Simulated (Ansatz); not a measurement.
# SnH8N2Cl6: the cost of one run

Method: DFT PBE, plane waves, PAW, scalar-relativistic, no spin polarisation, in Ansatz 0.2.0.

## (1) Starting point

The cell holds 17 atoms (Cl6H8N2Sn): a = 7.240 Å, b = 7.240 Å, c = 7.240 Å, α = 60.00°, β = 60.00°, γ = 60.00°.

Its coordinates follow in the input file.

## (2) Run 1

200 steps of 0.5 fs under a Langevin thermostat at 1000 K.

File input.yaml:

```yaml
accuracy: low
crystal:
  lattice:
    - [0.0, 5.119103, 5.119103]
    - [5.119103, 0.0, 5.119103]
    - [5.119103, 5.119103, 0.0]
  atoms:
    - { symbol: Sn, position: [0.0, 0.0, 0.0] }
    - { symbol: H, position: [0.8083232, 0.8083232, 0.5750304] }
    - { symbol: H, position: [0.8083232, 0.5750304, 0.8083232] }
    - { symbol: H, position: [0.5750304, 0.8083232, 0.8083232] }
    - { symbol: H, position: [0.8083232, 0.8083232, 0.8083232] }
    - { symbol: H, position: [0.1916768, 0.1916768, 0.4249696] }
    - { symbol: H, position: [0.1916768, 0.4249696, 0.1916768] }
    - { symbol: H, position: [0.4249696, 0.1916768, 0.1916768] }
    - { symbol: H, position: [0.1916768, 0.1916768, 0.1916768] }
    - { symbol: "N", position: [0.75, 0.75, 0.75] }
    - { symbol: "N", position: [0.25, 0.25, 0.25] }
    - { symbol: Cl, position: [0.7592925, 0.7592925, 0.2407075] }
    - { symbol: Cl, position: [0.2407075, 0.7592925, 0.2407075] }
    - { symbol: Cl, position: [0.7592925, 0.2407075, 0.2407075] }
    - { symbol: Cl, position: [0.2407075, 0.2407075, 0.7592925] }
    - { symbol: Cl, position: [0.7592925, 0.2407075, 0.7592925] }
    - { symbol: Cl, position: [0.2407075, 0.7592925, 0.7592925] }
basis:
  ecutwfc: 420.0
kpoints:
  mp_grid: { grid: [2, 2, 2] }
hamiltonian:
  xc: pbe
scf:
  occupations: { method: fermi_dirac, width: 0.05 }
  lower_state_search: "off"
  max_iter: 95
md:
  timestep: 0.5
  n_steps: 200
  ensemble: nvt_langevin
  temperature: 1000.0
  initial_velocities: maxwell_boltzmann
  seed: 877863
  friction: 1.0
```

Launch:

```
$ ansatz run input.yaml --threads 1 --pin off --max-ram 3072MiB --backend cpu --events-out ev --progress --plain --runs-dir out
```

Q: Estimate wall time and peak memory on 1 thread of Arm Neoverse V1, shared host.

About 15 min, with a peak of 0.54 GiB.
